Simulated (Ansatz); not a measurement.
What does this script print? It uses Ansatz 0.2.0 through its Python package.

Script `run_energy.py`:
```python
from pathlib import Path
import warnings

import ansatz as az

params = {
    "basis_set": "def2-SVP",
    "functional": "pbe",
}

warnings.simplefilter("ignore", az.DeckWarning)

geometry_ang = [
    ("B", [-1.269, 1.5928, -0.2051]),
    ("B", [-0.121, 1.0605, 0.7674]),
    ("Sn", [0.414, -1.0767, 0.6713]),
    ("N", [1.1181, -1.533, -1.2342]),
    ("H", [-1.8709, 0.8987, -0.9769]),
    ("H", [-1.6152, 2.7958, -0.182]),
    ("H", [0.4738, 1.7978, 1.5072]),
    ("H", [1.7995, -1.3655, 1.794]),
    ("H", [-0.9338, -2.0414, 1.1591]),
    ("H", [1.8307, -0.8939, -1.4413]),
    ("H", [0.2392, -1.2922, -1.8389]),
]
system = az.Crystal.molecule()
for symbol, xyz in geometry_ang:
    system = system.atom(symbol, xyz)

calculation = system.calculation()
calculation = calculation.basis(gaussian=params["basis_set"])
calculation = calculation.functional(params["functional"])
calculation = calculation.orbitals()
print(calculation.to_yaml())
result = calculation.run(runs_dir="out")
summary = result.report

print(f"E = {summary['free_energy_ev']:.6f} eV = {summary['free_energy_ev'] / 27.211386246:.7f} Ha")
print("converged:", summary["converged"], " doubts:", summary["published_state_doubts"] or "none")

state = summary["mean_field"]["state"]
print(f"mean field: {state['energy']['hartree']:.7f} Ha, <S^2> = {abs(state['spin_squared']):.4f}, stability: {state.get('stability', {}).get('kind')}")

lines = Path(summary["orbitals_path"]).read_text().splitlines()
field_of = lambda key: [line.split("=")[1].strip() for line in lines if line.startswith(key)]
orbitals = [(27.211386 * float(e), s, float(n)) for e, s, n in zip(field_of("Ene="), field_of("Spin="), field_of("Occup="))]
homo = max(e for e, _, n in orbitals if n > 0.5)
lumo = min(e for e, _, n in orbitals if n < 0.5)
for e, spin, n in sorted(orbitals):
    if homo - 10 < e < lumo + 5:
        print(f"{spin:6s} {e:10.3f} eV  occupation {n:.0f}")
```

```console
$ python run_energy.py
crystal:
  periodic: [false, false, false]
  atoms:
    - { symbol: B, position_ang: [-1.269, 1.5928, -0.2051] }
    - { symbol: B, position_ang: [-0.121, 1.0605, 0.7674] }
    - { symbol: Sn, position_ang: [0.414, -1.0767, 0.6713] }
    - { symbol: "N", position_ang: [1.1181, -1.533, -1.2342] }
    - { symbol: H, position_ang: [-1.8709, 0.8987, -0.9769] }
    - { symbol: H, position_ang: [-1.6152, 2.7958, -0.182] }
    - { symbol: H, position_ang: [0.4738, 1.7978, 1.5072] }
    - { symbol: H, position_ang: [1.7995, -1.3655, 1.794] }
    - { symbol: H, position_ang: [-0.9338, -2.0414, 1.1591] }
    - { symbol: H, position_ang: [1.8307, -0.8939, -1.4413] }
    - { symbol: H, position_ang: [0.2392, -1.2922, -1.8389] }
basis:
  gaussian:
    orbitals: def2-SVP
hamiltonian:
  xc: pbe
output:
  orbitals: {}

E = -8777.310881 eV = -322.5602254 Ha
converged: True  doubts: none
mean field: -322.5602254 Ha, <S^2> = 0.0000, stability: minimum
Alpha     -13.560 eV  occupation 2
Alpha     -12.141 eV  occupation 2
Alpha     -11.728 eV  occupation 2
Alpha     -10.404 eV  occupation 2
Alpha      -8.736 eV  occupation 2
Alpha      -8.313 eV  occupation 2
Alpha      -7.729 eV  occupation 2
Alpha      -7.285 eV  occupation 2
Alpha      -6.816 eV  occupation 2
Alpha      -5.620 eV  occupation 2
Alpha      -4.993 eV  occupation 0
Alpha      -1.240 eV  occupation 0
Alpha      -0.544 eV  occupation 0
```

Reading the output:
- Total energies depend on the basis set; only differences at equal settings carry meaning.
- The geometry is a force-field or estimated start, not a minimum of this method, and the basis set is short of its limit.
- def2 sets replace the cores of elements past krypton by effective core potentials.
- Alpha marks a spatial orbital of a restricted run, filled by both spins.
- Levels such as HOMO and LUMO are orbital energies: with these approximate functionals they aren't the ionisation energy and electron affinity, and their gap isn't the fundamental gap.
- Finished in 3.7 s on 1 thread of Arm Neoverse V1 (shared host), peak memory 0.19 GiB.
